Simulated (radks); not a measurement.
# Ar inside a hard spherical wall

Aim: energy, levels and pressure of Ar as a wall, at which all orbitals vanish, closes in. The configuration stays [Ar].

Method: scalar-relativistic Kohn-Sham, PBE, spin-unpolarised, spherical densities, finite nucleus. Code: radks (a radial shooting solver on a logarithmic mesh, Libxc functionals) version 1.

## (1) What is computed

- element: argon (Z = 18)
- charge: 0
- electrons: 18
- configuration: [Ar]
- nuclear rms radius: 3.4274 fm

The outer shells:

Ar
```
[Ne] core
3s [↑↓]
3p [↑↓][↑↓][↑↓]
```

## (2) The free atom

Settings of this run:

```text
Z 18
configuration [Ar] 4s0 3d0 4p0
relativity scalar-relativistic
functional pbe,pbe
spin unpolarised
nucleus finite rms 3.4274 fm
c 137.035999084
```

## (3) Wall at 20 bohr

Changes since step 2:

```diff
@@ -6,2 +6,3 @@
 nucleus finite rms 3.4274 fm
+wall 20 bohr
 c 137.035999084
```

## (4) Wall at 15 bohr

Changes since step 3:

```diff
@@ -6,3 +6,3 @@
 nucleus finite rms 3.4274 fm
-wall 20 bohr
+wall 15 bohr
 c 137.035999084
```

## (5) Wall at 8 bohr

Changes since step 4:

```diff
@@ -6,3 +6,3 @@
 nucleus finite rms 3.4274 fm
-wall 15 bohr
+wall 8 bohr
 c 137.035999084
```

## (6) Wall at 6 bohr

Changes since step 5:

```diff
@@ -6,3 +6,3 @@
 nucleus finite rms 3.4274 fm
-wall 8 bohr
+wall 6 bohr
 c 137.035999084
```

## (7) Wall at 3 bohr

Changes since step 6:

```diff
@@ -6,3 +6,3 @@
 nucleus finite rms 3.4274 fm
-wall 6 bohr
+wall 3 bohr
 c 137.035999084
```

## (8) Wall at 2.5 bohr

Changes since step 7:

```diff
@@ -6,3 +6,3 @@
 nucleus finite rms 3.4274 fm
-wall 3 bohr
+wall 2.5 bohr
 c 137.035999084
```

## (9) Wall at 1.5 bohr

Changes since step 8:

```diff
@@ -6,3 +6,3 @@
 nucleus finite rms 3.4274 fm
-wall 2.5 bohr
+wall 1.5 bohr
 c 137.035999084
```

**Question.** What will these runs give? Wanted: for each run, R; E − E(free); ε(3p); ε(4s, empty); ε(4p, empty); ε(3d, empty); pressure.

The runs gave:

```csv
R (bohr),E − E(free) (eV),ε(3p) (eV),"ε(4s, empty) (eV)","ε(4p, empty) (eV)","ε(3d, empty) (eV)",pressure (GPa)
free,0.000,-10.270,-,-,-,0
20,-0.000,-10.270,-,-,-,< 0.0001
15,0.000,-10.270,-,-,-,< 0.0001
8,0.003,-10.262,0.792,3.064,4.050,0.00624
6,0.087,-10.120,3.294,6.949,6.009,0.364
3,20.532,-0.664,46.268,56.670,21.991,392
2.5,57.275,10.044,85.288,97.085,34.937,1667
1.5,584.00,110.24,399.25,397.58,127.82,58820
```

In words: At the tightest wall, 1.5 bohr, the energy stands 584.00 eV above the free atom and the pressure, −dE/dV, is 58820 GPa. Of the levels in the table that exist at both ends, 3p rises most from the free atom (120.51 eV). From R = 2.5 bohr inwards the highest occupied level lies above zero, pushed up by confinement. Shells are not refilled when levels cross, and a hard wall is a model, not a crystal.
